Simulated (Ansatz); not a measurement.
# SnO, space group Cmce: a relaxation of cell and ions

Computed with Ansatz 0.2.0 through its Python package.

Notebook, run cell by cell (the value of a cell's last expression is shown):

```python
import ansatz as az
from ase import Atoms
from ase.io import write
import numpy as np
```

```python
XC = "LDA"
MESH = (5, 5, 2)
OCCUPATIONS = "fermi_dirac"
SIGMA = 0.1
FMAX = 0.03

def edges_and_angles(cell):
    cell = np.asarray(cell)
    a, b, c = np.linalg.norm(cell, axis=1)
    cosines = cell[1] @ cell[2] / (b * c), cell[0] @ cell[2] / (a * c), cell[0] @ cell[1] / (a * b)
    return (a, b, c, *np.degrees(np.arccos(cosines)))
```

```python
sno = (
    az.Lattice.from_parameters(5.473824, 5.475592, 10.22196, alpha=90, beta=90, gamma=90)
    .space_group(64, hermann_mauguin="Cmce")
    .atom("Sn", (0.5, 0.763453, 0.863858))
    .atom("O", (0.25, 0.988056, 0.25))
    .primitive()
)
```

```python
len(sno.resolved().sites)
```

    8

```python
setup = sno.calculation()
setup = setup.functional(XC)
setup = setup.pseudopotentials("paw")
setup = setup.kpoints(*MESH)
setup = setup.occupations(OCCUPATIONS, width=SIGMA).relax(force_tolerance=FMAX, max_steps=100, cell=True)
setup = setup.density_of_states(energy_step=0.1, method="tetrahedron", nscf_kmesh_spacing=0.16)
setup = setup.band_table()
steps = []


def collect(event):
    if event["event"] == "relax_step":
        steps.append(event["data"])


result = setup.session().plan().execute(on_event=collect)
rep = result.report

rep["published_state_doubts"]
```

    DeckWarning: basis.ecutwfc = 420 eV, auto-derived from the records' recommended cutoffs: set by Sn (normal level)
    []

```python
type(result).__name__, type(rep).__name__
```

    ('RunOutcome', 'dict')

```python
print("step   energy (eV)     max comp. (eV/A)   P (GPa)  SCF")
for s in steps:
    print(f"{s['step']:4d} {s['lagrangian_ev']:15.5f} {s['allowed_force_max_ev_ang']:12.4f} {s['pressure_gpa']:10.3f} {s['n_scf']:5d}")
```

    step   energy (eV)     max comp. (eV/A)   P (GPa)  SCF
       1    -25739.29778       0.6842     -6.530     7
       2    -25739.64614       0.0498      0.309     6
       3    -25739.62165       0.1050      0.555     7
       4    -25739.67085       0.0573      0.058    10
       5    -25739.67756       0.0531     -0.089     6
       6    -25739.67688       0.0014      0.002     6
       7    -25739.63925       0.0041     -0.393     6
       8    -25739.64788       0.0017      0.012     6
       9    -25739.64122       0.0017     -0.025     6

```python
first, last = steps[0], steps[-1]
symbols = [site.symbol for site in result.lattice.sites]
print(f"energy gained {first['lagrangian_ev'] - last['lagrangian_ev']:.4f} eV in {len(steps) - 1} steps")
for label, vectors in (("before", first["cell_ang"]), ("after", result.lattice.cell_ang)):
    print(label, "a b c (A) {:.4f} {:.4f} {:.4f}  angles {:.2f} {:.2f} {:.2f}".format(*edges_and_angles(vectors)), f" V = {abs(np.linalg.det(vectors)):.3f} A^3")
print("final stress xx yy zz (GPa, compression positive):", np.round(np.diag(rep["stress_gpa"]), 3) + 0.0)
```

    energy gained 0.3434 eV in 8 steps
    before a b c (A) 3.8712 3.8712 10.2220  angles 90.00 90.00 90.02  V = 153.188 A^3
    after a b c (A) 3.7675 3.7675 9.3303  angles 90.00 90.00 90.00  V = 132.435 A^3
    final stress xx yy zz (GPa, compression positive): [-0.022 -0.022 -0.031]

```python
print("relaxed fractional positions")
for site in result.lattice.sites:
    print(f"  {site.symbol:2s}", " ".join(f"{v % 1:8.5f}" for v in np.round(site.position_frac, 5)))
```

    relaxed fractional positions
      Sn  0.75002  0.24998  0.87271
      Sn  0.74998  0.25002  0.37271
      Sn  0.24998  0.75002  0.12729
      Sn  0.25002  0.74998  0.62729
      O   0.25005  0.24995  0.25000
      O   0.24995  0.25005  0.75000
      O   0.75005  0.74995  0.25000
      O   0.74995  0.75005  0.75000

```python
change = np.array(last["positions_ang"]) @ np.linalg.inv(last["cell_ang"]) - np.array(first["positions_ang"]) @ np.linalg.inv(first["cell_ang"])
moved = np.linalg.norm(change @ np.array(last["cell_ang"]), axis=1)
print("displacement within the cell, strain taken out (A):", " ".join(f"{s}:{d:.3f}" for s, d in zip(symbols, moved)))
```

    displacement within the cell, strain taken out (A): Sn:0.109 Sn:0.109 Sn:0.109 Sn:0.109 O:0.063 O:0.063 O:0.063 O:0.063

```python
relaxed = Atoms(symbols, positions=[site.position_ang for site in result.lattice.sites], cell=result.lattice.cell_ang, pbc=True)
write("relaxed.extxyz", relaxed, format="extxyz")
```

```python
for key in ("converged", "n_iterations", "n_electrons", "n_kpoints", "n_pw", "n_symmetry_ops", "free_energy_ev", "fermi_energy_ev"):
    print(f"{key:18s} {rep[key]}")
```

    converged          True
    n_iterations       6
    n_electrons        80.0
    n_kpoints          18
    n_pw               2567
    n_symmetry_ops     8
    free_energy_ev     -25739.641224609088
    fermi_energy_ev    10.547528882235484

```python
dos = result.density_of_states()
energy = np.asarray(dos.energies_ev) - dos.fermi_ev
top = min(levels[-1] for levels in rep["eigenvalues_ev"]) - dos.fermi_ev  # the computed bands end here
total = np.asarray(dos.spin_summed_g_bin_mean_per_ev)
print("E - E_F (eV)   states/eV")
for e in np.arange(-8, min(4, top), 0.5):
    print(f"{e:8.1f} {np.interp(e, energy, total):12.3f}")
```

    E - E_F (eV)   states/eV
        -8.0        1.574
        -7.5        1.683
        -7.0        2.998
        -6.5        4.150
        -6.0        4.588
        -5.5        5.848
        -5.0        2.642
        -4.5        4.093
        -4.0        4.246
        -3.5        4.909
        -3.0        5.202
        -2.5        4.599
        -2.0        2.793
        -1.5        1.871
        -1.0        1.040
        -0.5        0.755
         0.0        0.120
         0.5        0.381
         1.0        0.663
         1.5        2.334
         2.0        4.405
         2.5        4.679
         3.0        3.534
         3.5        2.908

```python
print("doubts on the final state:", rep["published_state_doubts"] or "none")
print("warnings:", sorted({n["data"]["kind"] for n in result.notices if n["data"].get("severity") in ("warning", "doubt")}) or "none")
```

    doubts on the final state: none
    warnings: none

`relaxed.extxyz`, as written:
```text
8
Lattice="2.664024853249223 -2.6640250544718036 -3.986561919262487e-17 2.664024853249223 2.6640250544718036 -4.997174067714322e-17 4.4148109757209886e-16 5.901826887133406e-16 9.330304069452882" Properties=species:S:1:pos:R:3 pbc="T T T"
Sn       2.66402485      -1.33214057       8.14264887
Sn       2.66402485      -1.33188449       3.47749684
Sn       2.66402485       1.33214057       1.18765520
Sn       2.66402485       1.33188449       5.85280723
O        1.33201243      -0.00027708       2.33257602
O        1.33201243       0.00027708       6.99772805
O        3.99603728      -0.00027708       2.33257602
O        3.99603728       0.00027708       6.99772805
```

Total energies depend on the potentials; only differences at equal settings carry meaning. A total without «per atom» is that of the cell as typed. Along an axis with an odd division the mesh misses the point at one half; a gap read on a finite mesh is an upper bound on this functional's gap. An absolute Fermi energy rests on an arbitrary zero of the periodic potential and has no direct meaning. Energies along a relaxation are free energies. Rows at an unchanged volume are solved on a plane-wave basis chosen afresh for that cell, so the energy jumps there and such rows are no steps of the walk. Edges and angles are those of the cell as typed, here a primitive one, not of the conventional cell. The gap on the mesh is very small: a semilocal functional closes or nearly closes the gap of many narrow semiconductors. The cell relaxed to the group P4/nmm; tensors and edges are in the axes of the typed cell. In a crystal with a gap the Fermi level's place inside it depends on smearing and mesh. The crystal has a gap of about 0.27 eV on the mesh; bins of finite width blur the band edges. This cell is a computed structure, which may not be the phase found in nature. Warnings are shown shortened and without file and line. The computed bands are complete only to about 4.3 eV above the Fermi level; beyond that the density of states is undercounted. Wall time of the script: 76 s on 1 thread of Arm Neoverse V2 (shared host), peak memory 0.65 GiB.

(Lines on the test bed's own set-up are left out of the output.)
